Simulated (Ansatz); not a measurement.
# C2H6S2Si: one species, many methods

An exercise on one series of results from a longer session: the logs are not shown, and one member is left open.

The runs use Ansatz 0.2.0, Gaussian basis; functionals in def2-TZVPP, the program's frozen cores in correlated methods.

The runs, in order: PBE-D4, r2SCAN-D4, PBE0-D4, B3LYP-D4, ωB97X-V, ωB97M-V, B2PLYP; CCSD(T)/def2-TZVPP; MP2/def2-QZVPP; extrapolation to the limit.

### Structure used throughout

All runs share one geometry, relaxed beforehand with PBE0-D4 in a triple-zeta def2 set.

SMILES `[SiH3]S/C=C/S`, 11 atoms, charge 0, spin multiplicity 1.

Atoms are counted from 1 here; the program's logs count them from 0.

Bond lengths: Si1–S2 2.137 Å, Si1–H6 1.484 Å, Si1–H7 1.486 Å, Si1–H8 1.485 Å, S2–C3 1.761 Å, C3–C4 1.331 Å, C3–H9 1.087 Å, C4–S5 1.748 Å, C4–H10 1.085 Å, S5–H11 1.342 Å. Angles: S2–Si1–H6 106.1°, S2–Si1–H7 109.6°, S2–Si1–H8 111.6°, H6–Si1–H7 110.5°, H6–Si1–H8 110.2°, H7–Si1–H8 108.8°, Si1–S2–C3 98.1°, S2–C3–C4 121.7°, S2–C3–H9 117.0°, C4–C3–H9 121.1°, C3–C4–S5 122.0°, C3–C4–H10 120.8°, S5–C4–H10 117.1°, C4–S5–H11 96.6°.

Set-up of the first run:

The input, in.yaml:

```yaml
crystal:
  periodic: [false, false, false]
  atoms:
    - {symbol: Si, position_ang: [-1.757933, 0.712260, 1.360048]}
    - {symbol: S, position_ang: [0.374837, 0.830107, 1.300568]}
    - {symbol: C, position_ang: [0.602284, 0.347935, -0.377370]}
    - {symbol: C, position_ang: [1.447451, -0.622167, -0.718056]}
    - {symbol: S, position_ang: [1.880278, -0.929687, -2.383797]}
    - {symbol: H, position_ang: [-2.165421, 1.281981, 2.667888]}
    - {symbol: H, position_ang: [-2.332114, 1.508840, 0.244345]}
    - {symbol: H, position_ang: [-2.230862, -0.690316, 1.240899]}
    - {symbol: H, position_ang: [0.080793, 0.929315, -1.132874]}
    - {symbol: H, position_ang: [1.959102, -1.204369, 0.040635]}
    - {symbol: H, position_ang: [2.206984, -2.220897, -2.221686]}
basis:
  gaussian: {orbitals: def2-TZVPP}
hamiltonian: {xc: pbe, dispersion: d4}
output: {forces: true, orbitals: {seedname: orbitals}}
```

Started as:

```bash
$ ansatz run in.yaml --threads 4 --pin off --events-out ev --progress --plain --max-ram 10444MiB
```

Among the steps run: PBE-D4 (GGA); r2SCAN-D4 (meta-GGA); PBE0-D4 (hybrid); B3LYP-D4 (hybrid); ωB97X-V (range-separated); ωB97M-V (range-separated); B2PLYP (double hybrid); CCSD(T) in def2-TZVPP; MP2 in def2-QZVPP.

One of the session's tables, all rows but one given; the rest of the session is left out.

```
            method  atomisation energy (eV)
            PBE-D4                   40.096
         r2SCAN-D4                   39.517
           PBE0-D4                   39.464
          B3LYP-D4                   39.252
           ωB97X-V                   39.518
           ωB97M-V                   39.503
            B2PLYP                   38.723
     HF/def2-TZVPP                   28.315
    MP2/def2-TZVPP                        ?
   CCSD/def2-TZVPP                   37.447
CCSD(T)/def2-TZVPP                   38.142
           MP2/CBS                   39.782
       CCSD(T)/CBS                   39.284
```

Estimate the missing values for MP2/def2-TZVPP.

As computed: atomisation energy (eV): 38.640. In the column «atomisation energy (eV)» it lies between CCSD(T)/def2-TZVPP (38.142) and B2PLYP (38.723).
